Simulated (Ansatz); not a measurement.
# HfO: ionisation energy by level of theory

One table from this session's results is given with a row withheld; the runs are named, their logs left out.

The runs use Ansatz 0.2.0, Gaussian basis; unrestricted cation, the program's frozen cores in correlated methods.

Plan: UKS PBE-D4/def2-TZVPP; UKS r2SCAN-D4/def2-TZVPP; UKS PBE0-D4/def2-TZVPP; UKS B3LYP-D4/def2-TZVPP; UKS wB97X-V/def2-TZVPP; UKS wB97M-V/def2-TZVPP; UKS B2PLYP/def2-TZVPP; UHF-CCSD(T)/def2-TZVPP; UHF-CCSD(T)/def2-QZVPP; extrapolation to the limit; then −ε(HOMO) from the neutral's earlier runs with LDA (SPW92), PBE-D4, revPBE-D4, BLYP-D4, r2SCAN-D4, B97M-V, PBE0-D4, B3LYP-D4, r2SCANh-D4, r2SCAN0-D4, HSE06-D4, BHLYP-D4, CAM-B3LYP-D4, LC-ωPBE, ωB97X-V, ωB97M-V.

## The geometry

The geometry comes from an earlier relaxation with PBE0-D4 in a triple-zeta def2 set; it is a stationary point. Hf takes the def2 core potential; no spin-orbit term is included.

2 atoms, charge 0, spin multiplicity 1.

Atoms are counted from 1 here; the program's logs count them from 0.

Bond lengths: O1–Hf2 1.721 Å.

Set-up of the first run:

Contents of in.yaml:

```yaml
crystal:
  periodic: [false, false, false]
  atoms:
    - {symbol: O, position_ang: [-0.731500, 0.260507, -0.370861]}
    - {symbol: Hf, position_ang: [0.731500, -0.260507, 0.370861]}
basis:
  gaussian: {orbitals: def2-TZVPP}
total_charge: 1
magnetization: {spin_polarized: true, initial_magnetization: 1}
hamiltonian: {xc: pbe, dispersion: d4}
```

Command:

```bash
ansatz run in.yaml --threads 2 --pin off --events-out ev --progress --plain --max-ram 32768MiB --backend cpu
```

Among the steps run: Cation, UKS PBE-D4/def2-TZVPP; Cation, UKS r2SCAN-D4/def2-TZVPP; Cation, UKS PBE0-D4/def2-TZVPP; Cation, UKS B3LYP-D4/def2-TZVPP; Cation, UKS wB97X-V/def2-TZVPP; Cation, UKS wB97M-V/def2-TZVPP; Cation, UKS B2PLYP (frozen core)/def2-TZVPP; Cation, UHF-CCSD(T)/def2-TZVPP; Cation, UHF-CCSD(T)/def2-QZVPP.

One table of the session follows, with a row left open; its other results are not shown here.

It belongs to the step «Ionisation energies side by side». Orbital estimates, from the neutral's runs:

| functional | −ε(HOMO) (eV) |
| --- | --- |
| LDA (SPW92) | 5.19 |
| PBE-D4 | 5.01 |
| revPBE-D4 | 4.95 |
| BLYP-D4 | 4.90 |
| r2SCAN-D4 | 5.15 |
| B97M-V | 4.89 |
| PBE0-D4 | 5.78 |
| B3LYP-D4 | 5.66 |
| r2SCANh-D4 | 5.44 |
| r2SCAN0-D4 | 5.87 |
| HSE06-D4 | 5.39 |
| BHLYP-D4 | 6.43 |
| CAM-B3LYP-D4 | 6.86 |
| LC-ωPBE | ? |
| ωB97X-V | 7.66 |
| ωB97M-V | 7.66 |

**Question.** Estimate the row for LC-ωPBE.

**Answer.** −ε(HOMO) (eV): 7.87. In the column «−ε(HOMO) (eV)» it is the highest.

To keep in mind: The cation may have settled in a state other than its lowest; no search over hole states beyond the program's own was made.
